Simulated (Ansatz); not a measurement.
# GdO (zincblende): how the settings move a single-point run

Aim: see which settings change the result for GdO (zincblende), by how much, and at what cost.

Method: reference: DFT PBE+U, scalar-relativistic, plane waves, PAW, in Ansatz 0.2.0.

1 further run of the same task is left out (set aside as unsound or not needed).

**1. The structure to begin with**

Symmetry: F-43m, No. 216, cubic system. Conventional cell: a = 5.400 Å, b = 5.400 Å, c = 5.400 Å, α = 90.00°, β = 90.00°, γ = 90.00°. Gd (site symmetry -43m) is surrounded by 4 O at 2.34 Å. O (site symmetry -43m) is surrounded by 4 Gd at 2.34 Å.

Structure file:

```xyz
2
Lattice="0.0000 2.7000 2.7000 2.7000 0.0000 2.7000 2.7000 2.7000 0.0000" Properties=species:S:1:pos:R:3 pbc="T T T"
Gd    0.0000    0.0000    0.0000
O     1.3500    1.3500    1.3500
```

**2. The reference run**

input.yaml

```yaml
crystal:
  lattice:
    - [0.0, 2.7, 2.7]
    - [2.7, 0.0, 2.7]
    - [2.7, 2.7, 0.0]
  atoms:
    - { symbol: Gd, position: [0.0, 0.0, 0.0], spin: 7.0 }
    - { symbol: O, position: [0.25, 0.25, 0.25] }
basis:
  ecutwfc: 420
  ecutrho_ratio: 4
kpoints:
  mp_grid: { grid: [8, 8, 8] }
hamiltonian:
  xc: pbe
  hubbard: { sites: [{ species: Gd, l: f, u_eff: 6.0 }] }
scf:
  occupations: { method: gaussian, width: 0.05 }
  lower_state_search: "off"
output:
  forces: true
  stress: true
  eigenvalues: true
  populations: true
  hubbard: { sites: [{ species: Gd, l: f }] }
magnetization:
  spin_polarized: true
checkpoint:
  read: start.run
  write: ck
  compress: false
  write_wavefunctions: false
  write_every: 100000
```

Run with:

```sh
ansatz run input.yaml --threads 4 --pin off --max-ram 6144MiB --backend cpu --events-out ev --progress --plain --runs-dir out
```

**3. Variant: starting moments, occupations.method fermi_dirac, occupations.width 0.1, dr2_threshold 0.0001, lower_state_search left out, spin_polarized left out**

input.yaml

```yaml
crystal:
  lattice:
    - [0.0, 2.7, 2.7]
    - [2.7, 0.0, 2.7]
    - [2.7, 2.7, 0.0]
  atoms:
    - { symbol: Gd, position: [0.0, 0.0, 0.0] }
    - { symbol: O, position: [0.25, 0.25, 0.25] }
basis:
  ecutwfc: 420
  ecutrho_ratio: 4
kpoints:
  mp_grid: { grid: [8, 8, 8] }
hamiltonian:
  xc: pbe
  hubbard: { sites: [{ species: Gd, l: f, u_eff: 6.0 }] }
scf:
  occupations: { method: fermi_dirac, width: 0.1 }
  convergence: { dr2_threshold: 0.0001 }
output:
  forces: true
  stress: true
```

**4. Changed: ecutrho_ratio 9, mixing.algorithm msr1, mixing.beta 0.05, mixing.ndim 8, n_extra_bands 16, lower_state_search left out**

input.yaml

```yaml
crystal:
  lattice:
    - [0.0, 2.7, 2.7]
    - [2.7, 0.0, 2.7]
    - [2.7, 2.7, 0.0]
  atoms:
    - { symbol: Gd, position: [0.0, 0.0, 0.0], spin: 7.0 }
    - { symbol: O, position: [0.25, 0.25, 0.25] }
basis:
  ecutwfc: 420
  ecutrho_ratio: 9
kpoints:
  mp_grid: { grid: [8, 8, 8] }
hamiltonian:
  xc: pbe
  hubbard: { sites: [{ species: Gd, l: f, u_eff: 6.0 }] }
scf:
  occupations: { method: gaussian, width: 0.05 }
  mixing: { algorithm: msr1, beta: 0.05, ndim: 8 }
  n_extra_bands: 16
output:
  forces: true
  stress: true
magnetization:
  spin_polarized: true
```

**5. Changing settings: mp_grid.grid [5, 5, 5], xc r2scan, lower_state_search left out**

input.yaml

```yaml
crystal:
  lattice:
    - [0.0, 2.7, 2.7]
    - [2.7, 0.0, 2.7]
    - [2.7, 2.7, 0.0]
  atoms:
    - { symbol: Gd, position: [0.0, 0.0, 0.0], spin: 7.0 }
    - { symbol: O, position: [0.25, 0.25, 0.25] }
basis:
  ecutwfc: 420
  ecutrho_ratio: 4
kpoints:
  mp_grid: { grid: [5, 5, 5] }
hamiltonian:
  xc: r2scan
  hubbard: { sites: [{ species: Gd, l: f, u_eff: 6.0 }] }
scf:
  occupations: { method: gaussian, width: 0.05 }
output:
  forces: true
  stress: true
magnetization:
  spin_polarized: true
```

Before running it: what results should come out? Wanted: for each run, ending; energy change; pressure; gap; abs. moment; force.

**Answer**, as computed:

```
                                                                                                                                                   run     ending        energy change  pressure (GPa)  gap (eV)  abs. moment (μB)  force (eV/Å)  cycles   time
                                                                                                                                             reference  converged                    0            -0.2      0.00              7.94          0.00       -    2 s
1: starting moments, occupations.method fermi_dirac, occupations.width 0.1, dr2_threshold 0.0001, lower_state_search left out, spin_polarized left out  converged  +5.44 eV/atom (σ→0)            -0.3      0.06              0.00          0.00      35  5.8 s
                             2: ecutrho_ratio 9, mixing.algorithm msr1, mixing.beta 0.05, mixing.ndim 8, n_extra_bands 16, lower_state_search left out  converged         0.0 meV/atom            -0.2      0.00              7.94          0.00      13  3.7 s
                                                                                     3: mp_grid.grid [5, 5, 5], xc r2scan, lower_state_search left out  converged       not comparable            -1.7      0.00              7.99          0.00      12  2.6 s
```

Times don't compare one to one where runs were asked for different outputs or read a saved state (see the inputs); cycles may leave out searches for a lower state.

Residual by cycle in the longest SCF loop of each run; runs are numbered as in the table. The quantity is the density residual dr2, in eV.

```
cycle  reference    run 1    run 2    run 3
    1     3.8e-5     56.2     2.37     1.49
    3     3.7e-6     2.58    0.117    0.127
    5     7.1e-8     0.98  0.00743  0.00352
    6          -      0.8   0.0039   4.7e-4
    8          -     1.23   1.7e-4   1.1e-4
   10          -     1.19   7.6e-6   1.1e-6
   12          -   0.0112   3.4e-8   3.0e-9
   14          -   0.0368        -        -
   16          -   0.0322        -        -
   17          -  0.00509        -        -
   19          -  0.00206        -        -
   21          -   3.1e-5        -        -
```

**Reading.** Run 3 ran under the cutoff that the potentials recommend, as the log warns, so basis error is mixed into its values. Of the variants the dearest is «starting moments, occupations.method fermi_dirac, occupations.width 0.1, dr2_threshold 0.0001, lower_state_search left out, spin_polarized left out» (5.8 s), the cheapest «mp_grid.grid [5, 5, 5], xc r2scan, lower_state_search left out» (2.6 s), on a shared host.
